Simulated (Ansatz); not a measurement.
# EuZn2Si2: the cost of one run

Method: DFT PBEsol, scalar-relativistic, plane waves, PAW, in Ansatz 0.2.0.

2 further runs of the same task are left out: 2 set aside as unsound or not needed. Runs told in other sessions of the task aren't counted.

### Step 1. The system as given

The cell holds 19 atoms (Eu4Si8Zn7): a = 5.873 Å, b = 5.873 Å, c = 10.135 Å, α = 90.00°, β = 90.00°, γ = 90.00°.

The coordinates of this cell stand in the input of its own run.

The host was relaxed before at PBEsol: a = 4.153 Å, b = 4.153 Å, c = 10.135 Å, α = 90.00°, β = 90.00°, γ = 90.00° (conventional cell), 17.481 Å³/atom.

Places, in fractions of the supercell: a vacancy on Zn at (0.250, 0.250, 0.250). The start keeps the symmetry of the ideal site.

### Step 2. The perfect crystal in the supercell of 20 atoms

The input, input.yaml:

```yaml
crystal:
  lattice:
    - [4.1531681137, -4.1531681137, 0.0]
    - [-4.1531681137, -4.1531681137, 0.0]
    - [0.0, 0.0, -10.1345946669]
  atoms:
    - { symbol: Eu, position: [0.0, 0.0, 0.0], spin: 7.37 }
    - { symbol: Eu, position: [0.5, 0.0, 0.5], spin: 7.37 }
    - { symbol: Eu, position: [0.5, 0.5, 0.0], spin: 7.37 }
    - { symbol: Eu, position: [0.0, 0.5, 0.5], spin: 7.37 }
    - { symbol: Si, position: [0.0, 0.5, 0.8845495023] }
    - { symbol: Si, position: [0.5, 0.5, 0.3845495023] }
    - { symbol: Si, position: [0.5, 1.0, 0.8845495023] }
    - { symbol: Si, position: [0.0, 1.0, 0.3845495023] }
    - { symbol: Si, position: [0.0, 0.5, 0.1154504977] }
    - { symbol: Si, position: [0.5, 0.5, 0.6154504977] }
    - { symbol: Si, position: [0.5, 1.0, 0.1154504977] }
    - { symbol: Si, position: [0.0, 1.0, 0.6154504977] }
    - { symbol: Zn, position: [0.25, 0.25, 0.25] }
    - { symbol: Zn, position: [0.75, 0.25, 0.75] }
    - { symbol: Zn, position: [0.75, 0.75, 0.25] }
    - { symbol: Zn, position: [0.25, 0.75, 0.75] }
    - { symbol: Zn, position: [0.75, 0.25, 0.25] }
    - { symbol: Zn, position: [0.25, 0.25, 0.75] }
    - { symbol: Zn, position: [0.25, 0.75, 0.25] }
    - { symbol: Zn, position: [0.75, 0.75, 0.75] }
basis:
  ecutwfc: 420
  xc_grid: 2
kpoints:
  mp_grid: { grid: [4, 4, 2], shift: [0.5, 0.5, 0.5] }
hamiltonian:
  xc: pbesol
scf:
  occupations: { method: gaussian, width: 0.05 }
  lower_state_search: "off"
output:
  forces: true
  stress: true
  eigenvalues: true
  populations: true
  hubbard: { sites: [{ species: Eu, l: f }] }
  write_density: true
  write_potential: true
  elf: true
  volumetric_format: npy
magnetization:
  spin_polarized: true
```

On the command line:

```
ansatz run input.yaml --threads 8 --pin off --max-ram 14336MiB --backend cpu --events-out ev --progress --plain --runs-dir out
```

**Question.** How long does this run take on 8 threads of AMD EPYC 7R43 (Zen 3), shared host, and how much memory does it need?

About 6.9 s, with a peak of 1.5 GiB.
